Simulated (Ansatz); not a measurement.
# YbB2 (P6/mmm) in Ansatz: convergence with xc grid

Aim: find how far xc grid must go before the results for YbB2 settle, at PBE. This setting moves, with any that are tied to it; all else stays.

All numbers are computed with Ansatz 0.2.0; they aren't measurements. Logs are shortened: lines on timing, memory, paths and dates and some standing lists are left out, and cuts for length are marked.

## (1) The structure

It takes space group P6/mmm (No. 191, hexagonal). The conventional cell has a = 3.250 Å, b = 3.250 Å, c = 3.732 Å, α = 90.00°, β = 90.00°, γ = 120.00°. Around Yb (site symmetry 6/mmm) lie 12 B at 2.65 Å. Around B (site symmetry -6m2) lie 3 B at 1.88 Å.

## (2) With xc grid 1

input.yaml

```yaml
crystal:
  lattice:
    - [3.2503, 0.0, 0.0]
    - [-1.62515, 2.8148423699, 0.0]
    - [0.0, 0.0, 3.7315]
  atoms:
    - { symbol: Yb, position: [0.0, 0.0, 0.0], spin: 1.0 }
    - { symbol: B, position: [0.6666666667, 0.3333333333, 0.5] }
    - { symbol: B, position: [0.3333333333, 0.6666666667, 0.5] }
hamiltonian:
  xc: pbe
  pseudopotentials: { kind: paw }
magnetization:
  spin_polarized: true
kpoints:
  mp_grid: { grid: [8, 8, 6] }
scf:
  occupations: { method: gaussian, width: 0.1 }
output:
  forces: true
  stress: true
  eigenvalues: true
basis:
  xc_grid: 1
```

Potentials or basis: Ansatz PAW.

On the command line:

```sh
ansatz run input.yaml --threads 2 --pin off --max-ram 5632MiB --backend cpu --events-out ev --progress --plain --runs-dir out
```

What it wrote:

```text
Warning: where an SCF of this run starts from atoms to list the orders of its open shells, Yb (site 0, from 0) starts with 0.44 μB on its 4f shell and 0.44 μB on its 5d shell, in the place of the 1.00 μB that the deck gives it: its open shells can hold no more by Hund's first rule. To start from spheres of the given moment, type scf.initial_density.shell_occupations: []
Warning: RAYON_NUM_THREADS=2 ignored (pool sized by the plan → 2); use --threads N
Engine: ansatz 0.2.0, aarch64-unknown-linux-gnu
Pseudopotentials: kind: paw
Pseudopotential: Yb, paw, valence charge 24, recommended cutoff 420 eV (normal), Yb.paw.azcp
Pseudopotential: B, paw, valence charge 3, recommended cutoff 420 eV (normal), B.paw.azcp
Functional definition: PBE
  parameter kappa = 0.804
  parameter beta = 0.06672455060314922
  exchange = pbe_x(kappa = kappa, mu = beta*pi^2/3)
  correlation = pbe_c(beta = beta)
Crystal: 3 atoms, lattice volume = 34.140 Å³
Basis set: ecut = 420 eV, 709 PW (Γ)
Bands: 20, of which v1, the nominal top of the filled ones, is band 15 counted from 1 (14 counted from 0)
Symmetry: 24 space group operations
Space group: P6/mmm (ITA 191), of the structure as read, at distance tolerance 3.2e-5 Å
Magnetic group: BNS 191.233 (UNI 1463), of the structure as read, at distance tolerance 3.2e-5 Å
k-points: 40 of 384
Non-local potential: Yb, projectors of the file, l = 0: 3, l = 1: 2, l = 2: 2, l = 3: 3
Non-local potential: B, projectors of the file, l = 0: 2, l = 1: 2, l = 2: 1
PAW form: soft (Blöchl's): semilocal exchange-correlation on the pseudo side does not see the compensation charge
PAW one-centre angular grid: Yb, 590 points (default); XC on 64 Gauss nodes
PAW one-centre angular grid: B, 110 points (default); XC on 64 Gauss nodes
Initial density: superposition of atomic densities (chi_scale 0.1, normalization cell)
Starting moments: Σ|m| = 1 μB on 1 of 3 sites
Initial wavefunctions: pseudopotential atomic-orbital guess
Functional: x = pbe(κ = 0.804, μ = 0.2195149727645171), c = pbe(β = 0.06672455060314922)
SCF iter   1: F=—  HF=-14108.946256 eV  |F-HF|=—  |Δ(HF+E_count)|=         —  Δρ=6.04e-2 (↑6.04e-2 ↓3.74e-2)  dr2=4.84e0  dr2_m=8.52e-2  M=0.333 μB ∫|m|=0.334 μB  β_m=0.30  ethr=3.10e-3  ⟨swp⟩=5.6  Hψ=8054  notcnv=0
Mixer restart at iter 1: flushing history
[... 17 lines left out ...]
SCF converged after 14 iterations
Magnetization: 0.0000 μB (15.0000 up, 15.0000 down)
Absolute magnetization: 0.0000 μB (∫|ρ↑−ρ↓|, with the PAW one-centre terms)
Spin contamination: 0.0000 ħ² per cell (⟨S²⟩ above its minimum at these occupations)
Per-site moments (μB) at R_I (Å): [(9.931491855543933e-6, 1.0915677871833367), (2.876599624048267e-7, 0.7740816517253272), (2.8765996243600507e-7, 0.7740816517253272)]
Free energy (F): -14107.982694 eV
Harris-Foulkes:  -14107.982694 eV  (|F-HF|=2.91e-11)
Internal energy: -14107.965342 eV  (E = F + TS)
E sigma→0 (E₀):  -14107.974018 eV
Entropy (-TS):   -0.017351 eV (-5.784 meV/atom)
Fermi energy:    14.997595 eV
--- Per-component energies (eV) ---
  E_band       = 169.485463
  E_kinetic    = 466.765276
  E_local      = -5650.163218  (includes V_loc(G=0)·N_el)
  E_nonlocal   = 543.425102
  E_hartree    = 2482.052712
  E_xc         = -234.977754
  E_vxc        = -289.520832  (∫ρ·V_xc dr)
  E_paw        = -7495.793753  (= ΣΔE_a)
  E_vpaw       = 134.873315  (= ΣTr[D̂ρ^β])
  E_aug_tail   = -0.000003  (compensation charges beyond the density's cutoff)
  E_ewald      = -4219.273704
  E_smearing   = -0.017351  (= −TS)
  E_closure    = -0.000000  (closes the sum)
  Σ components = -14107.982694   (vs F -14107.982694, Δ=0.00e0)
--- Forces (eV/Å), atoms counted from 1 ---
  atom   1  Yb    -0.00000000    -0.00000000     0.00000000
  atom   2  B     -0.00000000     0.00000000     0.00000000
  atom   3  B     -0.00000000    -0.00000000     0.00000000
  max |Σ_I F_I| component: 2.22e-16 eV/Å
--- Stress (GPa, compression-positive) ---
       -0.529377       0.000000       0.000000
        0.000000      -0.529377       0.000000
        0.000000       0.000000       7.791001
  P = ⅓ Tr σ = 2.2441 GPa (22.441 kbar)
--- Band table (eV; the first three rows and the last of 80) ---
  k-point 0 ↑: bands = ["-35.8229", "-8.0455", "-7.6706", "-7.6706", "3.8995", "13.5254", "14.3244", "14.4459", "14.4459", "14.5537", "14.5537", "14.5998", "14.5998", "14.6798", "14.8049", "15.1643", "21.1530", "21.6802", "21.6802", "21.8246"]
  k-point 1 ↑: bands = ["-35.8214", "-8.1271", "-7.6658", "-7.6658", "4.2844", "12.1857", "14.2549", "14.2549", "14.3249", "14.5987", "14.6191", "14.6191", "14.6798", "14.9476", "14.9476", "16.6760", "20.0289", "20.0289", "21.1318", "21.1318"]
  k-point 2 ↑: bands = ["-35.8183", "-8.2839", "-7.6562", "-7.6562", "5.2311", "10.3649", "14.1487", "14.1487", "14.3261", "14.5686", "14.6643", "14.6643", "14.6799", "15.5745", "15.5745", "18.5508", "18.7556", "18.7556", "19.8227", "19.8227"]
  k-point 39 ↓: bands = ["-35.7463", "-8.4075", "-8.1576", "-8.0693", "7.6083", "8.6629", "11.7776", "14.1137", "14.3608", "14.4889", "14.6054", "14.6100", "14.6225", "14.6360", "14.6891", "14.6936", "22.0391", "23.2723", "23.5223", "24.4077"]
```

Run time: 3.3 s. Hardware: 2 threads of Arm Neoverse V2, shared host; peak memory 0.36 GiB.

What came out:

| Quantity | Value |
| --- | --- |
| Free energy | -14107.9827 eV |
| Pressure | 2.2 GPa |
| Band gap on the k mesh | none (metal or under the smearing width) |
| Net moment | 0.00 μB per cell |
| Absolute moment | 0.00 μB per cell |

## (3) With xc grid 2

Changes to input.yaml since step 2:

```diff
@@ -23,2 +23,2 @@
 basis:
-  xc_grid: 1
+  xc_grid: 2
```

Potentials or basis: Ansatz PAW.

On the command line:

```sh
ansatz run input.yaml --threads 2 --pin off --max-ram 5632MiB --backend cpu --events-out ev --progress --plain --runs-dir out
```

It took 3.4 s on 2 threads of Arm Neoverse V2, shared host; peak memory 0.36 GiB.

Results:

* Free energy: -14107.9827 eV
* Pressure: 2.2 GPa
* Band gap on the k mesh: none (metal or under the smearing width)
* Net moment: 0.00 μB per cell
* Absolute moment: 0.00 μB per cell

## (4) With xc grid 3

Changes to input.yaml since step 3:

```diff
@@ -23,2 +23,2 @@
 basis:
-  xc_grid: 2
+  xc_grid: 3
```

On the command line:

```sh
ansatz run input.yaml --threads 2 --pin off --max-ram 5632MiB --backend cpu --events-out ev --progress --plain --runs-dir out
```

It took 3.5 s on 2 threads of Arm Neoverse V2, shared host; peak memory 0.37 GiB.

The run converged. Its results:

| Property | Result |
| --- | --- |
| Free energy | -14107.9827 eV |
| Pressure | 2.2 GPa |
| Band gap on the k mesh | none (metal or under the smearing width) |
| Net moment | 0.00 μB per cell |
| Absolute moment | 0.00 μB per cell |

## (5) With xc grid 4

Changes to input.yaml since step 4:

```diff
@@ -23,2 +23,2 @@
 basis:
-  xc_grid: 3
+  xc_grid: 4
```

On the command line:

```sh
ansatz run input.yaml --threads 2 --pin off --max-ram 5632MiB --backend cpu --events-out ev --progress --plain --runs-dir out
```

It took 3.5 s on 2 threads of Arm Neoverse V2, shared host; peak memory 0.39 GiB.

The run converged. Its results:

| Quantity | Value |
| --- | --- |
| Free energy | -14107.9827 eV |
| Pressure | 2.2 GPa |
| Band gap on the k mesh | none (metal or under the smearing width) |
| Net moment | 0.00 μB per cell |
| Absolute moment | 0.00 μB per cell |

## (6) With xc grid 5

Changes to input.yaml since step 5:

```diff
@@ -23,2 +23,2 @@
 basis:
-  xc_grid: 4
+  xc_grid: 5
```

Potentials or basis: Ansatz PAW.

On the command line:

```sh
ansatz run input.yaml --threads 2 --pin off --max-ram 5632MiB --backend cpu --events-out ev --progress --plain --runs-dir out
```

Run time: 3.6 s. Hardware: 2 threads of Arm Neoverse V2, shared host; peak memory 0.42 GiB.

Results (log left out):

```
Free energy            : -14107.9827 eV
Pressure               : 2.2 GPa
Band gap on the k mesh : none (metal or under the smearing width)
Net moment             : 0.00 μB per cell
Absolute moment        : 0.00 μB per cell
```

## (7) The series at a glance

```csv
xc grid,"energy less the tightest run, at zero smearing (meV/atom)",SCF cycles,CPU time (s),peak memory (GiB)
1,0.01,14,6.2,0.36
2,0.00,14,6.3,0.36
3,0.00,14,6.5,0.37
4,0.00,14,6.5,0.39
5,0.00,14,6.7,0.42
```

Against the tightest run, the energy stays within 1 meV/atom from 1 on. The tightest run that finished is the yardstick and may itself not be fully converged.

Caveats: spin-orbit coupling is left out, which moves the levels of the heavy elements; without U or exact exchange the open f shell lies at the Fermi level, which spoils levels, moments and volumes; the starting moments weren't kept.
